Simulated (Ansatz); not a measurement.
# One input on several machines: PBEsol, a 4×4×1 supercell of Re2C (P6_3/mmc)

Program: Ansatz 0.2.0. No other job shared the machine, and each run was timed once from launch to exit. Hardware: an Arm Neoverse N1 node (56 of its 64 cores, memory capped at 64 GiB); a node with four NVIDIA GB200 cards and 144 Grace (Neoverse V2) cores; a node with eight NVIDIA H100 80GB cards and 96 AMD EPYC 7R13 cores; an Intel Xeon 6975P-C node (Granite Rapids, 96 cores, 192 hardware threads, 360 GiB). Times and memory are rounded to two significant figures, and ratios are formed from the unrounded values. A row is a single run, so small differences between rows aren't established. System services beside the runs took up to 5 cores (rounded up). Runs with a thread on every core shared the cores with them. The input types precision: f64 in place of the program's default, which can work at lower precision in parts of a run, so these times needn't be those of default runs. Card memory is the largest of readings taken every 0.4 s, so short peaks can be missed, and it isn't given for runs under about 3 s. It shows what a run took, which needn't be the least that it can run in: the program holds more work at once where threads and free memory allow.

Commands are shown without the flags for output files and display.

The PAW files were made with PBE. For this functional the program regenerates the frozen cores at set-up.

- atoms: 96
- valence electrons: 1088
- cell volume: 1115 Å³
- cutoff (chosen by the program): 420 eV
- k mesh: 4×4×4
- k points solved: 12
- symmetry operations used (translations within a supercell counted): 384
- plane waves at Γ: 21807
- dense FFT grid: 80×80×72
- bands at the start: 640
- spin: none
- first density: atoms corrected by the program's trained network

Input used:

```yaml
crystal:
  lattice:
    - [11.423096, 0.000000, 0.000000]
    - [-5.711548, 9.892692, 0.000000]
    - [0.000000, 0.000000, 9.862860]
  atoms:
    - { symbol: Re, position: [0.083333, 0.166667, 0.608350] }
    - { symbol: Re, position: [0.166667, 0.083333, 0.108350] }
    - { symbol: Re, position: [0.166667, 0.083333, 0.391650] }
    # ... 92 more atoms, left out here ...
    - { symbol: C, position: [0.916667, 0.833333, 0.750000] }
kpoints:
  mp_grid: { grid: [4, 4, 4] }
basis: { precision: f64 }
hamiltonian:
  xc: pbesol
scf:
  occupations: { method: gaussian, width: 0.1 }
  lower_state_search: standard
output: { forces: true, stress: true }
```

```csv
machine share,command,wall time,SCF clock,outside it,CPU time,SCF iterations,threads,the cards share,host memory (GiB),fullest card (GiB)
1 × GB200,ansatz run input.yaml --backend cuda --devices 1,4.0 s,2.7 s,1.3 s,41 s,7,72,,2.4,38
1 × H100,ansatz run input.yaml --backend cuda --devices 1,5.1 s,3.2 s,2.0 s,39 s,7,48,,2.0,37
2 × GB200,ansatz run input.yaml --backend cuda --devices 2,3.6 s,1.7 s,1.9 s,31 s,7,2×72,k points,4.1,20
4 × GB200,ansatz run input.yaml --backend cuda --devices 4,4.9 s,1.1 s,3.8 s,24 s,7,4×36,k points,5.5,11
4 × H100,ansatz run input.yaml --backend cuda --devices 4,5.5 s,1.5 s,4.0 s,28 s,7,4×24,k points,4.4,11
"96 threads, Xeon 6975P-C",ansatz run input.yaml --backend cpu,7.9 s,7.2 s,0.72 s,10 min,7,96,,27,
```

The SCF clock is the program's own. It runs from the start of the first SCF loop to the final result and holds forces, stress, later SCFs and response steps. Outside it lie start-up, exit and the set-up ahead of the first loop, which depends on the cell and the method.

SCF iterations are those that the program logged, summed over all steps and exchange cycles of a run; an SCF made in search of a lower state can go uncounted.

Threads written as a×b are a pools of b host workers, as the log lists them; the log's own count of threads can differ.

The runs on cards also kept host threads busy (see the CPU time), so differences between cards can come from their hosts too.

Among these rows the slowest by wall time (96 threads, Xeon 6975P-C) takes 2.2 times as long as the fastest (2 × GB200). Up to 78 % of a wall time lies outside the SCF clock (4 × GB200), so the wall times show the speed at the clocked work only in part. On the SCF clock alone the slowest (96 threads, Xeon 6975P-C) takes 6.5 times as long as the fastest (4 × GB200). The fastest takes under 2 s, so this ratio is rough.

How long does the same input take on 56 threads, Neoverse N1 (taskset -c 8-63 ansatz run input.yaml --backend cpu --max-ram 64GiB)?

49 s, in 7 SCF iterations, 6.2 times the time on 96 threads, Xeon 6975P-C; peak host memory 22 GiB.
